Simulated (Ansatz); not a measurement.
# H₄OPSb: one species, many methods

The task here is to estimate one member of a computed series from the others.

Computed with Ansatz 0.2.0, Gaussian basis. Level: functionals in def2-TZVPP, the program's frozen cores in correlated methods.

The runs, in order: LDA (SPW92), PBE-D4, revPBE-D4, BLYP-D4, r2SCAN-D4, B97M-V, PBE0-D4, B3LYP-D4, r2SCANh-D4, r2SCAN0-D4, HSE06-D4, BHLYP-D4, CAM-B3LYP-D4, LC-ωPBE, ωB97X-V, ωB97M-V, B2PLYP, PBE-QIDH; CCSD(T)/def2-SVP; CCSD(T)/def2-TZVPP; MP2/def2-QZVPP; extrapolation to the limit; RPA on PBE.

## Structure used throughout

An earlier PBE0-D4 in a triple-zeta def2 set relaxation fixed the geometry. Sb takes the def2 core potential; no spin-orbit term is included.

SMILES `O[PH][SbH2]`, 7 atoms, charge 0, spin multiplicity 1.

Atoms are counted from 1 here; the program's logs count them from 0.

Bond lengths: O1–P2 1.646 Å, O1–H4 0.962 Å, P2–Sb3 2.542 Å, P2–H5 1.432 Å, Sb3–H6 1.708 Å, Sb3–H7 1.715 Å. Angles: P2–O1–H4 114.4°, O1–P2–Sb3 105.0°, O1–P2–H5 101.2°, Sb3–P2–H5 90.3°, P2–Sb3–H6 91.1°, P2–Sb3–H7 92.3°, H6–Sb3–H7 91.4°.

Geometry (Å):

```xyz
7

O    -1.5352   -0.3209   -0.5986
P    -0.3230    0.6477   -1.1473
Sb    1.4022    0.6645    0.7195
H    -1.2352   -1.1058   -0.1304
H     0.4700   -0.2904   -1.8825
H     0.2542    1.2841    1.8212
H     1.0281   -0.9472    1.1723
```

Set-up of the first run:

in.yaml

```yaml
crystal:
  periodic: [false, false, false]
  atoms:
    - {symbol: O, position_ang: [-1.535169, -0.320878, -0.598610]}
    - {symbol: P, position_ang: [-0.322969, 0.647733, -1.147281]}
    - {symbol: Sb, position_ang: [1.402216, 0.664497, 0.719474]}
    - {symbol: H, position_ang: [-1.235176, -1.105814, -0.130409]}
    - {symbol: H, position_ang: [0.470043, -0.290421, -1.882486]}
    - {symbol: H, position_ang: [0.254194, 1.284095, 1.821166]}
    - {symbol: H, position_ang: [1.028061, -0.947212, 1.172345]}
basis:
  gaussian: {orbitals: def2-TZVPP}
hamiltonian: {xc: lda}
output: {orbitals: {seedname: orbitals}}
```

Launch:

```bash
> ansatz run in.yaml --threads 2 --pin off --events-out ev --progress --plain --max-ram 4352MiB
```

Among the steps run: LDA; PBE-D4 (GGA); revPBE-D4 (GGA); BLYP-D4 (GGA); r2SCAN-D4 (meta-GGA); B97M-V (meta-GGA); PBE0-D4 (hybrid); B3LYP-D4 (hybrid); r2SCANh-D4 (hybrid); r2SCAN0-D4 (hybrid); HSE06-D4 (hybrid); BHLYP-D4 (hybrid); CAM-B3LYP-D4 (range-separated); LC-ωPBE (range-separated); ωB97X-V (range-separated); ωB97M-V (range-separated); B2PLYP (double hybrid); PBE-QIDH (double hybrid).

One of the session's tables, all rows but one given; the rest of the session is left out.

It belongs to the step «Orbital energies across the functionals». 

```
  functional  HOMO (eV)  gap (eV)
 LDA (SPW92)      -5.96      4.21
      PBE-D4      -5.82      4.27
   revPBE-D4      -5.77      4.30
     BLYP-D4      -5.66      4.19
   r2SCAN-D4      -6.05      4.70
      B97M-V      -6.05      4.64
     PBE0-D4      -6.83      6.00
    B3LYP-D4      -6.63      5.57
  r2SCANh-D4      -6.42      5.33
  r2SCAN0-D4      -6.98      6.27
    HSE06-D4      -6.45      5.25
    BHLYP-D4      -7.69      7.61
CAM-B3LYP-D4      -8.00      8.07
     LC-ωPBE      -9.24     10.36
     ωB97X-V          ?         ?
     ωB97M-V      -8.79      9.62
```

Estimate the missing values for ωB97X-V.

**Answer.** HOMO (eV): -8.94; gap (eV): 9.96. In the column «HOMO (eV)» it lies between LC-ωPBE (-9.24) and ωB97M-V (-8.79).
